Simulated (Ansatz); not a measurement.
Crystal: Ta4NiO11.

```xyz
16
Lattice="1.9549 -14.8297 0.0000 1.9549 14.8297 0.0000 0.0000 0.0000 3.8859" Properties=species:S:1:pos:R:3 pbc="T T T"
Ta    1.9549    8.7682    0.0000
Ta    1.9549  -12.5907    0.0000
Ta    1.9549   12.5907    0.0000
Ta    1.9549   -8.7682    0.0000
Ni    1.9549    0.0000    0.0000
O     1.9549   10.6813    0.0000
O     1.9549   -6.5568    0.0000
O     1.9549    1.8849    0.0000
O     1.9549   -1.8849    0.0000
O     0.0000    0.0000    0.0000
O     1.9549  -10.6813    0.0000
O     1.9549    6.5568    0.0000
O     1.9549  -12.6913    1.9429
O     1.9549   12.6913    1.9429
O     1.9549   -8.7306    1.9429
O     1.9549    8.7306    1.9429
```

The cell was built by a generator and needn't be a form met in nature.

Base run:

| Item | Value |
| --- | --- |
| Program | Ansatz 0.2.0 |
| Functional | PBEsol |
| Potentials or basis | Ansatz PAW |
| Cutoff | 420 eV (not typed: the program's choice for these potentials) |
| k mesh | 7 × 7 × 7 |
| Occupations | fermi-dirac, width 0.05 eV |
| Spin | collinear spin, ferromagnetic start |
| Starting moments | [0.0, 0.0, 0.0, 0.0, 1.0, 0.0, 0.0, 0.0, 0.0, 0.0, 0.0, 0.0, 0.0, 0.0, 0.0, 0.0] μB |

Its results: band gap on the k mesh none (metal or under the smearing width); pressure -5.1 GPa; net moment 0.85 μB per cell; site moments Ta -0.00; Ni +0.67; O -0.00, +0.01, +0.10, +0.00 μB; largest force 0.151 eV/Å.

Question: The run is repeated on the same cell with these changes: functional from PBEsol to PBE. What comes out?

Answer: Band gap on the k mesh none (metal or under the smearing width); pressure 0.1 GPa; net moment 0.85 μB per cell; site moments Ta -0.00; Ni +0.68; O -0.00, +0.01, +0.09, +0.00 μB; largest force 0.053 eV/Å.

PBE binds less tightly than PBEsol, so the same cell stands under more pressure.

Caveats: spin-orbit coupling is left out, which moves the levels of the heavy elements; a cell with one magnetic atom can't hold antiferromagnetic order, which such compounds often take; semilocal functionals often make such compounds metallic where correlation or magnetic order opens a gap, which also shifts bond lengths; the PAW data sets come from PBE, with cores solved anew for the run's functional, which leaves a small shift of forces and pressure (some runs).
